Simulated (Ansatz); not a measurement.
Predict the output of the script below (Ansatz 0.2.0 through its Python package).

`run_torsion.py`
```python
'''Rigid torsion scan of BH5OSSi.'''

import ansatz as az
from ase import Atoms


def main() -> None:
    atoms = Atoms(['O', 'B', 'Si', 'S', 'H', 'H', 'H', 'H', 'H'], positions=[
        (-0.4185, 1.3614, -1.1857),
        (-0.5219, 0.2983, -0.2458),
        (1.0778, -0.6255, 0.2399),
        (-2.0875, -0.2025, 0.5093),
        (-0.5933, 0.9728, -2.0999),
        (2.0506, 0.3443, 0.8565),
        (1.7445, -1.2216, -0.941),
        (0.833, -1.6686, 1.2175),
        (-1.9961, 0.695, 1.6321),
    ])

    # start the scan from a relaxed geometry
    first = (
        az.Crystal.molecule_from_ase(atoms).calculation()
        .basis(gaussian='cc-pVDZ')
        .functional('PBE')
        .accuracy('medium')  # preset for grids and thresholds
        .relax(force_tolerance=0.02, max_steps=80)  # relax until the tolerances are met
    )
    atoms.positions = first.run(threads=1).report['positions_ang']

    start = atoms.get_dihedral(2, 1, 0, 4)
    energies = {}
    for turn in range(0, 360, 40):
        turned = atoms.copy()
        turned.set_dihedral(2, 1, 0, 4, start + turn, indices=[0, 4])
        setup = (
            az.Crystal.molecule_from_ase(turned).calculation()
            .basis(gaussian='cc-pVDZ')
            .functional('PBE')
            .accuracy('medium')  # preset for grids and thresholds
        )
        energies[round((start + turn) % 360)] = setup.run(threads=1).report['free_energy_ev']
    floor = min(energies.values())
    print('dihedral Si2-B1-O0-H4 (deg)   E - E(min) (kJ/mol)')
    for angle, e in sorted(energies.items()):
        print(f'{angle:8d} {96.485332 * (e - floor):14.3f}  ' + '#' * int(30 * (e - floor) / max(max(energies.values()) - floor, 1e-9)))


if __name__ == '__main__':
    main()
```

```console
$ python run_torsion.py
dihedral Si2-B1-O0-H4 (deg)   E - E(min) (kJ/mol)
      21          9.805  ######
      61         35.201  #######################
     101         45.044  ##############################
     141         17.834  ###########
     181          0.000
     221         17.661  ###########
     261         44.913  #############################
     301         35.546  #######################
     341         10.312  ######
```

Reading the output:
- The settings weren't tested for convergence.
- The scan is rigid and the energies are electronic, in a modest basis. With rigid groups the curve can differ much from the relaxed path, the start wasn't checked as a minimum of this torsion, and equivalent turns needn't return to the same energy.
- Run time: 32 s on 1 thread of Intel(R) Xeon(R) 6975P-C (Granite Rapids), with other jobs on the host, peak memory 0.22 GiB.

(A comment or docstring line of the script was reworded after the run, the code is as it ran; lines on the test bed's own set-up are left out of the output.)
